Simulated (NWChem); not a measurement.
**CH2BrF (bromofluoromethane) at 3 levels**

Wanted: a comparison of 3 runs (BP86/pcseg-0, BP86/pcseg-1, BP86/pcseg-2) of CH2BrF (bromofluoromethane). 

The results are computed with NWChem 7.3.0.

## Step 1: Starting point

The species is CH2BrF (5 atoms), meant as a singlet with charge 0. As SMILES, `FCBr`. Geometry: relaxed at PBE0-D4/def2-TZVP.

Bond lengths: F1–C2 1.352 Å, C2–Br3 1.935 Å, C2–H4 1.088 Å, C2–H5 1.088 Å. Angles: F1–C2–Br3 110.7°, F1–C2–H4 109.8°, F1–C2–H5 109.8°, Br3–C2–H4 106.9°, Br3–C2–H5 106.9°, H4–C2–H5 112.8°.

## Step 2: The charge distribution at BP86/pcseg-0 (run 1)

The input, ch2brf.nw:

```
start ch2brf
title "CH2BrF"
memory stack 880 mb heap 220 mb global 1100 mb

geometry noautosym nocenter noautoz
  F     0.686900    1.170700    0.163000
  C     0.150000   -0.066700    0.076600
  Br   -1.544900   -0.012500   -0.855200
  H     0.807700   -0.713600   -0.500400
  H    -0.049700   -0.451500    1.074600
end

basis spherical bse
  * library pcseg-0
end

dft
  xc becke88 perdew86
  grid fine
  convergence energy 1e-08
  maxiter 100
  mulliken
  noprint "final vectors analysis"
end

property
  dipole
  quadrupole
  mulliken
end

task dft property
```

On the command line:

```
$ nwchem ch2brf.nw > ch2brf.out
```

The log of the run:

```text
[...]
          Wavefunction type:  closed shell.
          No. of atoms     :     5
          No. of electrons :    52
[...]
          Charge           :     0
          Spin multiplicity:     1
[...]
          AO basis - number of functions:    44
[...]
              XC Information
              --------------
                    Becke 1988 Exchange Functional  1.000
                Perdew 1981 Correlation Functional  1.000 local
                Perdew 1986 Correlation Functional  1.000 non-local
[...]
 d= 0,ls=0.0,diis     1  -2709.9916472889 -2.88D+03  3.77D-02  7.95D-01     0.3
[...]
 d= 0,ls=0.0,diis    10  -2710.0906287268 -9.53D-09  4.39D-07  3.03D-10     2.0
         Total DFT energy =    -2710.090628726835
      One electron energy =    -4100.250287554309
           Coulomb energy =     1332.692416856774
    Exchange-Corr. energy =     -108.132720140067
 Nuclear repulsion energy =      165.599962110767
[...]
      Total Density - Mulliken Population Analysis
     ---------------------------------------------
    Atom       Charge   Shell Charges
 -----------   ------   -------------------------------------------------------
    1 F    9     9.31   1.98  1.03  0.97  2.43  2.89
    2 C    6     6.28   1.98  0.86  0.52  1.41  1.50
    3 Br  35    34.96   2.00  2.00  1.99  1.18  0.77  5.99  5.82  1.78  3.43 10.00
    4 H    1     0.73   0.60  0.13
    5 H    1     0.73   0.60  0.13
[...]
   Dipole moment        2.0512174332 Debye(s)
             DMX        0.9359101377 DMXEFC        0.0000000000
             DMY       -1.6483807417 DMYEFC        0.0000000000
             DMZ        0.7838406106 DMZEFC        0.0000000000
   -EFC- dipole         0.0000000000 DEBYE(S)
   Total dipole         2.0512174332 DEBYE(S)
[...]
```

It took 2.5 s on 1 thread of AMD EPYC 9R45 (Zen 5), shared host; peak memory 0.11 GiB.

Atomic charges (e):

```tsv
atom	Mulliken	Löwdin
F1	-0.306	-0.170
C2	-0.275	-0.110
Br3	+0.042	+0.050
H4	+0.270	+0.120
H5	+0.270	+0.120
```

## Step 3: Energy and one-electron properties at BP86/pcseg-1 (run 2)

The input, calc.nw:

```
START calc
TITLE "CH2BrF properties"
memory total 2200 mb

GEOMETRY noautosym nocenter noautoz
 F      0.686900     1.170700     0.163000
 C      0.150000    -0.066700     0.076600
 Br    -1.544900    -0.012500    -0.855200
 H      0.807700    -0.713600    -0.500400
 H     -0.049700    -0.451500     1.074600
END

BASIS spherical bse
 * library pcseg-1
END

DFT
 xc becke88 perdew86
 grid fine
 convergence energy 1e-08
 maxiter 100
 mulliken
 noprint "final vectors analysis"
END

PROPERTY
 dipole
 quadrupole
 mulliken
END

TASK dft property
```

On the command line:

```
$ nwchem calc.nw > calc.out
```

The log of the run:

```text
[...]
          Wavefunction type:  closed shell.
          No. of atoms     :     5
          No. of electrons :    52
[...]
          Charge           :     0
          Spin multiplicity:     1
[...]
          AO basis - number of functions:    65
[...]
              XC Information
              --------------
                    Becke 1988 Exchange Functional  1.000
                Perdew 1981 Correlation Functional  1.000 local
                Perdew 1986 Correlation Functional  1.000 non-local
[...]
 d= 0,ls=0.0,diis     1  -2713.1674200697 -2.88D+03  2.08D-02  8.10D-01     1.1
[...]
 d= 0,ls=0.0,diis     8  -2713.2546909250 -2.17D-09  9.48D-06  3.98D-07     5.5
         Total DFT energy =    -2713.254690925001
      One electron energy =    -4103.486086384703
           Coulomb energy =     1332.844273647897
    Exchange-Corr. energy =     -108.212840298963
 Nuclear repulsion energy =      165.599962110767
[...]
      Total Density - Mulliken Population Analysis
     ---------------------------------------------
    Atom       Charge   Shell Charges
 -----------   ------   -------------------------------------------------------
    1 F    9     9.27   2.00  0.95  0.98  3.42  1.91  0.01
    2 C    6     5.78   1.99  0.77  0.36  2.01  0.57  0.07
    3 Br  35    35.22   2.00  2.00  2.00  1.30  0.69  6.00  5.98  2.29  2.90  9.99  0.07
    4 H    1     0.87   0.77  0.08  0.02
    5 H    1     0.87   0.77  0.08  0.02
[...]
   Dipole moment        1.7864113041 Debye(s)
             DMX        0.8240890901 DMXEFC        0.0000000000
             DMY       -1.4286407545 DMYEFC        0.0000000000
             DMZ        0.6863877284 DMZEFC        0.0000000000
   -EFC- dipole         0.0000000000 DEBYE(S)
   Total dipole         1.7864113041 DEBYE(S)
[...]
```

Run time: 6.3 s. Hardware: 1 thread of AMD EPYC 9R45 (Zen 5), shared host; peak memory 0.12 GiB.

Atomic charges (e):

```tsv
atom	Mulliken	Löwdin
F1	-0.270	-0.120
C2	+0.221	+0.010
Br3	-0.217	+0.010
H4	+0.133	+0.050
H5	+0.133	+0.050
```

## Step 4: Energy and one-electron properties at BP86/pcseg-2 (run 3)

The input, ch2brf.nw:

```
start ch2brf
memory total 2200 mb

geometry units angstroms noautosym nocenter noautoz
 F        0.686900       1.170700       0.163000
 C        0.150000      -0.066700       0.076600
 Br      -1.544900      -0.012500      -0.855200
 H        0.807700      -0.713600      -0.500400
 H       -0.049700      -0.451500       1.074600
end

basis spherical bse
 * library pcseg-2
end

dft
 xc becke88 perdew86
 mult 1
 grid fine
 convergence energy 1e-08
 iterations 100
 mulliken
 noprint "final vectors analysis"
end

property
 dipole
 quadrupole
 mulliken
end

task dft property
```

On the command line:

```
$ nwchem ch2brf.nw > ch2brf.out
```

The log of the run:

```text
[...]
          Wavefunction type:  closed shell.
          No. of atoms     :     5
          No. of electrons :    52
[...]
          Charge           :     0
          Spin multiplicity:     1
[...]
          AO basis - number of functions:   131
[...]
              XC Information
              --------------
                    Becke 1988 Exchange Functional  1.000
                Perdew 1981 Correlation Functional  1.000 local
                Perdew 1986 Correlation Functional  1.000 non-local
[...]
 d= 0,ls=0.0,diis     1  -2713.5861460349 -2.88D+03  8.72D-03  1.37D+00     4.5
[...]
 d= 0,ls=0.0,diis    11  -2713.6842145968 -3.09D-10  3.67D-08  3.87D-11    35.2
         Total DFT energy =    -2713.684214596773
      One electron energy =    -4104.428990734336
           Coulomb energy =     1333.388539283869
    Exchange-Corr. energy =     -108.243725257073
 Nuclear repulsion energy =      165.599962110767
[...]
   Dipole moment        1.7340562704 Debye(s)
             DMX        0.8301191217 DMXEFC        0.0000000000
             DMY       -1.3627916406 DMYEFC        0.0000000000
             DMZ        0.6787137373 DMZEFC        0.0000000000
   -EFC- dipole         0.0000000000 DEBYE(S)
   Total dipole         1.7340562704 DEBYE(S)
[...]
```

Run time: 36 s. Hardware: 1 thread of AMD EPYC 9R45 (Zen 5), shared host; peak memory 0.13 GiB.

Atomic charges (e):

```tsv
atom	Mulliken	Löwdin
F1	-0.229	+0.010
C2	+0.232	-0.190
Br3	-0.133	+0.200
H4	+0.065	-0.010
H5	+0.065	-0.010
```

## Step 5: The series

```tsv
run	level	energy (Eh)	dipole moment (D)	wall time
1	BP86/pcseg-0	-2710.090629	2.05	2.5 s
2	BP86/pcseg-1	-2713.254691	1.79	6.3 s
3	BP86/pcseg-2	-2713.684215	1.73	36 s
```

## Step 6: Summary of results

```
            quantity           value
 run 3: total energy  -2713.68421 Eh
run 3: dipole moment          1.73 D
```

In words: The dipole moment (its size) runs from 1.73 D (BP86/pcseg-2) to 2.05 D (BP86/pcseg-0). All runs together took 45 s, the longest 36 s.
